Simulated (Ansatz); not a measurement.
# One shape, several levels: C3H4Zn (SMILES C=C=[CH][ZnH])

We compute a comparison of 4 runs (HF/STO-3G, HF/def2-SVP, PBE0/STO-3G, B3LYP/6-31G*) of C3H4Zn. 

Program for the calculation: Ansatz 0.2.0.

3 further runs of the same task are left out: 3 set aside as unsound or not needed.

## Step 1: Starting point

The species is C3H4Zn (8 atoms), meant as a singlet with charge 0. SMILES: `C=C=[CH][ZnH]`. The shape is that of a PBE0-D4/def2-TZVP optimisation.

Bond lengths: C1–C2 1.306 Å, C2–C3 1.299 Å, C3–Zn4 1.926 Å, C1–H5 1.084 Å, C1–H6 1.084 Å, C3–H7 1.088 Å, Zn4–H8 1.536 Å. Angles: C1–C2–C3 177.3°, C2–C3–Zn4 117.9°, C2–C1–H5 121.1°, C2–C1–H6 121.1°, C2–C3–H7 118.5°, Zn4–C3–H7 123.6°, C3–Zn4–H8 178.7°, H5–C1–H6 117.8°.

## Step 2: Energy and gradient at HF/STO-3G (run 1)

The input, job.yaml:

```yaml
crystal:
  periodic: [false, false, false]
  atoms:
    - {symbol: C, position_ang: [-0.484500, 1.665700, -0.284000]}
    - {symbol: C, position_ang: [0.232700, 0.589900, -0.102400]}
    - {symbol: C, position_ang: [0.894300, -0.512800, 0.084000]}
    - {symbol: Zn, position_ang: [-0.112400, -2.130600, 0.366600]}
    - {symbol: H, position_ang: [-0.788000, 1.975300, -1.278000]}
    - {symbol: H, position_ang: [-0.779800, 2.289800, 0.552200]}
    - {symbol: H, position_ang: [1.981900, -0.474300, 0.072600]}
    - {symbol: H, position_ang: [-0.944100, -3.402800, 0.589100]}
basis:
  gaussian:
    orbitals: STO-3G
hamiltonian:
  xc: hf
accuracy: high
output: {forces: true, orbitals: {seedname: orbitals}}
```

Run with:

```
$ ansatz run job.yaml --threads 1 --pin off --max-ram 2610MiB --events-out events.jsonl --progress --plain --runs-dir runs
```

Log:

```text
Warning: RAYON_NUM_THREADS=1 ignored (pool sized by the plan → 1); use --threads N
Functional definition: HF
  name "HF"
  exchange = exact_x
  correlation = 0
637 factors; integrals over basis functions are off by at most 2.9e-9 eV
mean field evaluation 1: about -50105.2833 eV, gradient 3.1e2 eV
mean field evaluation 2: about -50109.2340 eV, gradient 3.1e2 eV
mean field evaluation 4: about -50122.9290 eV, gradient 3.4e2 eV
mean field evaluation 8: about -50925.4168 eV, gradient 2.0e1 eV
mean field evaluation 16: about -50928.5063 eV, gradient 1.5e0 eV
mean field evaluation 32: about -50928.5259 eV, gradient 2.8e-8 eV
mean field evaluation 64: about -50928.4242 eV, gradient 1.0e0 eV
mean field evaluation 96: about -50927.8420 eV, gradient 1.4e0 eV
mean field evaluation 128: about -50708.3359 eV, gradient 2.0e2 eV
mean field evaluation 160: about -50745.0672 eV, gradient 2.7e1 eV
mean field evaluation 192: about -50816.6208 eV, gradient 2.1e2 eV
mean field evaluation 224: about -50928.1205 eV, gradient 6.4e-2 eV
mean field -50928.52589218 eV, -1871.5888059428 hartree, gradient 3.1e-8 eV, S^2 0.000000; 2 other end points of the search recorded, 0 dependent functions left out
the calculation of the forces begins
reference -50928.52589218 eV, -1871.5888059428 hartree; 26, 26 occupied and 11, 11 virtual orbitals, 637 factors
Total energy: -50928.52589218 eV, -1871.5888059428 hartree
Atom 0 at    -0.484500     1.665700    -0.284000 Å, force     0.504063    -0.918707     0.153930 eV/Å
Atom 1 at     0.232700     0.589900    -0.102400 Å, force     0.461023     0.131476    -0.024794 eV/Å
Atom 2 at     0.894300    -0.512800     0.084000 Å, force    -2.679772    -1.495613     0.271995 eV/Å
Atom 3 at    -0.112400    -2.130600     0.366600 Å, force     0.771050    -0.500952     0.079004 eV/Å
Atom 4 at    -0.788000     1.975300    -1.278000 Å, force    -0.041413     0.056708     0.255556 eV/Å
Atom 5 at    -0.779800     2.289800     0.552200 Å, force    -0.043852    -0.031197    -0.258239 eV/Å
Atom 6 at     1.981900    -0.474300     0.072600 Å, force    -0.170281     0.031070    -0.005054 eV/Å
Atom 7 at    -0.944100    -3.402800     0.589100 Å, force     1.199180     2.727216    -0.472398 eV/Å
Dipole moment:     0.014370    -0.233506     0.040332 e Å
```

Run time: 1.8 s. Hardware: 1 thread of Intel Xeon Platinum 8488C (Sapphire Rapids), shared host.

## Step 3: Energy and forces at HF/def2-SVP (run 2)

job.yaml: that of step 2 with these lines changed.

```diff
@@ -1 +1,3 @@
+basis:
+  gaussian: {orbitals: def2-SVP}
 crystal:
@@ -11,7 +13,3 @@
     - {symbol: H, position_ang: [-0.944100, -3.402800, 0.589100]}
-basis:
-  gaussian:
-    orbitals: STO-3G
-hamiltonian:
-  xc: hf
+hamiltonian: {xc: hf}
 accuracy: high
```

Run with:

```
$ ansatz run job.yaml --threads 1 --pin off --max-ram 2610MiB --events-out events.jsonl --progress --plain --runs-dir runs
```

Log:

```text
Warning: RAYON_NUM_THREADS=1 ignored (pool sized by the plan → 1); use --threads N
[... 4 set-up lines as earlier in the session ...]
2007 factors; integrals over basis functions are off by at most 1.3e-8 eV
mean field evaluation 1: about -51517.2691 eV, gradient 2.7e1 eV
mean field evaluation 2: about -51517.3698 eV, gradient 2.7e1 eV
mean field evaluation 4: about -51519.8127 eV, gradient 4.0e0 eV
mean field evaluation 8: about -51519.8649 eV, gradient 1.3e-1 eV
mean field -51519.86503840 eV, -1893.3201187424 hartree, gradient 9.6e-8 eV, S^2 0.000000; 0 other end points of the search recorded, 0 dependent functions left out
the calculation of the forces begins
reference -51519.86503840 eV, -1893.3201187424 hartree; 26, 26 occupied and 67, 67 virtual orbitals, 2007 factors
Total energy: -51519.86503840 eV, -1893.3201187424 hartree
Atom 0 at    -0.484500     1.665700    -0.284000 Å, force    -0.023277     0.072754    -0.013605 eV/Å
Atom 1 at     0.232700     0.589900    -0.102400 Å, force     0.119380     0.048374    -0.008946 eV/Å
Atom 2 at     0.894300    -0.512800     0.084000 Å, force     0.355279     0.542546    -0.094287 eV/Å
Atom 3 at    -0.112400    -2.130600     0.366600 Å, force    -0.214756    -0.343822     0.060048 eV/Å
Atom 4 at    -0.788000     1.975300    -1.278000 Å, force     0.012876    -0.023167     0.024276 eV/Å
Atom 5 at    -0.779800     2.289800     0.552200 Å, force     0.012356    -0.029587    -0.014254 eV/Å
Atom 6 at     1.981900    -0.474300     0.072600 Å, force    -0.004643     0.152036    -0.026407 eV/Å
Atom 7 at    -0.944100    -3.402800     0.589100 Å, force    -0.257216    -0.419134     0.073176 eV/Å
Dipole moment:     0.078080    -0.085314     0.014302 e Å
```

Wall time 4.5 s (1 thread of Intel Xeon Platinum 8488C (Sapphire Rapids), shared host).

Run 3 isn't shown in full; the table further down has it.

## Step 4: Energy and gradient at B3LYP/6-31G(d) (Cartesian functions) (run 4)

The input, input.yaml:

```yaml
crystal:
  periodic: [false, false, false]
  atoms:
    - {symbol: C, position_ang: [-0.484500, 1.665700, -0.284000]}
    - {symbol: C, position_ang: [0.232700, 0.589900, -0.102400]}
    - {symbol: C, position_ang: [0.894300, -0.512800, 0.084000]}
    - {symbol: Zn, position_ang: [-0.112400, -2.130600, 0.366600]}
    - {symbol: H, position_ang: [-0.788000, 1.975300, -1.278000]}
    - {symbol: H, position_ang: [-0.779800, 2.289800, 0.552200]}
    - {symbol: H, position_ang: [1.981900, -0.474300, 0.072600]}
    - {symbol: H, position_ang: [-0.944100, -3.402800, 0.589100]}
basis:
  gaussian:
    orbitals: "6-31G*"
hamiltonian:
  xc: {name: B3LYP}
accuracy: high
output: {forces: true, orbitals: {seedname: orbitals}}
```

Run with:

```
$ ansatz run input.yaml --threads 1 --pin off --max-ram 2610MiB --events-out events.jsonl --progress --plain --runs-dir runs
```

Log:

```text
Warning: RAYON_NUM_THREADS=1 ignored (pool sized by the plan → 1); use --threads N
Functional definition: B3LYP
  name "B3LYP"
  parameter a0 = 0.2
  parameter ax = 0.72
  parameter ac = 0.81
  exchange = (1 - a0 - ax)*slater_x + ax*b88_x + a0*exact_x
  correlation = (1 - ac)*vwn_rpa_c + ac*lyp_c
1864 factors; integrals over basis functions are off by at most 5.6e-9 eV
mean field evaluation 1: about -51579.0145 eV, gradient 5.8e1 eV
mean field evaluation 2: about -51569.0452 eV, gradient 8.8e1 eV
mean field evaluation 4: about -51586.0740 eV, gradient 7.8e0 eV
mean field evaluation 8: about -51586.3157 eV, gradient 1.3e-1 eV
mean field evaluation 16: about -51586.3157 eV, gradient 4.2e-5 eV
mean field -51586.31571759 eV, -1895.7621361609 hartree, gradient 3.6e-8 eV, S^2 0.000000; 0 other end points of the search recorded, 0 dependent functions left out
the calculation of the forces begins
reference -51586.31575672 eV, -1895.7621375987 hartree; 26, 26 occupied and 63, 63 virtual orbitals, 1864 factors
Total energy: -51586.31575672 eV, -1895.7621375987 hartree
Atom 0 at    -0.484500     1.665700    -0.284000 Å, force    -0.149532     0.251537    -0.043633 eV/Å
Atom 1 at     0.232700     0.589900    -0.102400 Å, force     0.002215     0.055798    -0.009660 eV/Å
Atom 2 at     0.894300    -0.512800     0.084000 Å, force    -0.178886    -0.796294     0.138127 eV/Å
Atom 3 at    -0.112400    -2.130600     0.366600 Å, force     0.342775     0.311250    -0.055034 eV/Å
Atom 4 at    -0.788000     1.975300    -1.278000 Å, force    -0.060150     0.084091    -0.080614 eV/Å
Atom 5 at    -0.779800     2.289800     0.552200 Å, force    -0.059877     0.106619     0.049353 eV/Å
Atom 6 at     1.981900    -0.474300     0.072600 Å, force     0.095064    -0.076140     0.012393 eV/Å
Atom 7 at    -0.944100    -3.402800     0.589100 Å, force     0.008391     0.063140    -0.010933 eV/Å
Dipole moment:     0.074787    -0.000671    -0.000221 e Å
```

Wall time 10 s (1 thread of Intel Xeon Platinum 8488C (Sapphire Rapids), shared host).

## Step 5: The series

```csv
run,level,Cartesian functions,energy (Eh),dipole moment (D),HOMO energy (eV),LUMO energy (eV),wall time
1,HF/STO-3G,no,-1871.588806,1.14,-2.92,5.26,1.8 s
2,HF/def2-SVP,no,-1893.320119,0.56,-9.15,2.75,4.5 s
3,PBE0/STO-3G,no,-1873.405744,0.93,-1.14,1.34,37 s
4,B3LYP/6-31G* (Cartesian functions),yes,-1895.762138,0.36,-6.34,-0.77,10 s
```

## Step 6: Outcome

```
                       quantity           value
            run 4: total energy  -1895.76214 Eh
           run 4: dipole moment          0.36 D
             run 4: HOMO energy        -6.34 eV
             run 4: LUMO energy        -0.77 eV
           run 4: HOMO–LUMO gap         5.57 eV
run 4: largest force on an atom      0.828 eV/Å
```

What this shows: The dipole moment (its size) runs from 0.36 D (B3LYP/6-31G*) to 1.14 D (HF/STO-3G). The two ends differ in method and basis. The HOMO–LUMO gap runs from 2.48 eV (PBE0/STO-3G) to 11.90 eV (HF/def2-SVP). Totals of different functionals can't be ranked against each other. In runs 1, 3 the basis is minimal, so the values are rough. All runs together took 53 s, the longest 37 s.
